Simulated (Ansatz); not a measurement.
# GdIn (CuAu type): exchange couplings and spin waves

Aim: map the magnet GdIn (CuAu type) on a Heisenberg model by the force theorem, and read spin waves, ordering temperature and anisotropy.

Program: Ansatz 0.2.0. Level of theory: DFT LDA+U (U_eff = 5 eV on Gd 4f), scalar-relativistic, plane waves, PAW. These are calculated values, not measurements.

7 further runs of the same task are left out: 4 that didn't finish, 3 set aside as unsound or not needed. Runs told in other sessions of the task aren't counted.

## 1. Starting point

The structure is tetragonal, space group P4/mmm (No. 123). Conventional cell: a = 3.441 Å, b = 3.441 Å, c = 4.510 Å, α = 90.00°, β = 90.00°, γ = 90.00°. Around Gd (site symmetry 4/mmm) lie 8 In at 3.32 Å and 4 Gd at 3.44 Å. In (site symmetry 4/mmm) has 8 Gd at 3.32 Å and 4 In at 3.44 Å in its first shell of neighbours.

Structure file:

```
CELL_PARAMETERS angstrom
3.44083 0.00000 0.00000
0.00000 3.44083 0.00000
0.00000 0.00000 4.50995
ATOMIC_POSITIONS crystal
Gd 0.00000 0.00000 0.00000
In 0.50000 0.50000 0.50000
```

The cell is the measured one, not relaxed. At LDA+U (U_eff = 5 eV on Gd 4f), an earlier run found -4.10 GPa for this cell of 26.697 Å³/atom (8×8×6 mesh), no gap, spin moments in the atoms' spheres Gd 7.29 μB. The cell is stretched at this level.

## 2. Exchange couplings, spin waves and anisotropy by the force theorem

input.yaml

```yaml
crystal:
  lattice:
    - [3.4408333881, 0.0, 0.0]
    - [0.0, 3.4408333881, 0.0]
    - [0.0, 0.0, 4.5099494766]
  atoms:
    - { symbol: Gd, position: [0.0, 0.0, 0.0], spin: 8.02 }
    - { symbol: In, position: [0.5, 0.5, 0.5] }
basis:
  ecutwfc: 420
  ecutrho_ratio: 4
kpoints:
  mp_grid: { grid: [8, 8, 8] }
  band_path:
    path:
      - [[0.0, 0.0, 0.0], [0.0, 0.5, 0.0], [0.5, 0.5, 0.0], [0.0, 0.0, 0.0], [0.0, 0.0, 0.5], [0.0, 0.5, 0.5], [0.5, 0.5, 0.5], [0.0, 0.0, 0.5]]
      - [[0.0, 0.5, 0.0], [0.0, 0.5, 0.5]]
      - [[0.5, 0.5, 0.0], [0.5, 0.5, 0.5]]
    npoints: 6
hamiltonian:
  xc: lda
  hubbard: { sites: [{ species: Gd, l: f, u_eff: 5.0 }] }
scf:
  occupations: { method: gaussian, width: 0.05 }
  lower_state_search: "off"
output:
  forces: true
  stress: true
  eigenvalues: true
  populations: true
  hubbard: { sites: [{ species: Gd, l: f }] }
  eigenstates:
    nscf_kmesh: { grid: [8, 8, 8] }
    top_band: c36
    exchange_couplings: { magnetic: [{ site: 0 }] }
    magnetocrystalline_anisotropy: {}
magnetization:
  spin_polarized: true
checkpoint:
  read: start.run
  write: ck
  compress: false
  write_wavefunctions: false
  write_every: 100000
```

It reads its starting density from start.run, saved by an earlier run on this cell.

Run with:

```console
$ ansatz run input.yaml --threads 4 --pin off --max-ram 9216MiB --backend cpu --events-out ev --progress --plain --runs-dir out
```

**Question.** What will these runs give? Wanted: strongest shell; highest spin wave on the path; mean-field ordering temperature; anisotropy.

The runs gave:

```
                       quantity                               value
                strongest shell  Gd–Gd at 3.44 Å, J = 4.891 meV × 4
  highest spin wave on the path                            17.7 meV
mean-field ordering temperature    215 K at q = (0.00, 0.00, -0.50)
                     anisotropy                        not resolved
```

What this shows: The shell that weighs most is Gd–Gd at 3.44 Å and favours parallel moments. A spin-wave branch goes negative, so this collinear order is unstable against turning the moments. Mean-field theory leaves out fluctuations and tends to put the ordering too high. The program gives no random-phase temperature (state not lowest). The couplings belong to the order typed, which need not be the compound's real one. The anisotropy, 0.8295 meV per cell, is smaller than its spread over meshes, so no easy axis is named. With a Hubbard U or exact exchange the result depends on the state in which the open shell ends, and a lower one can't be excluded. Spin–orbit coupling enters the anisotropy alone, not the self-consistent state or the couplings.
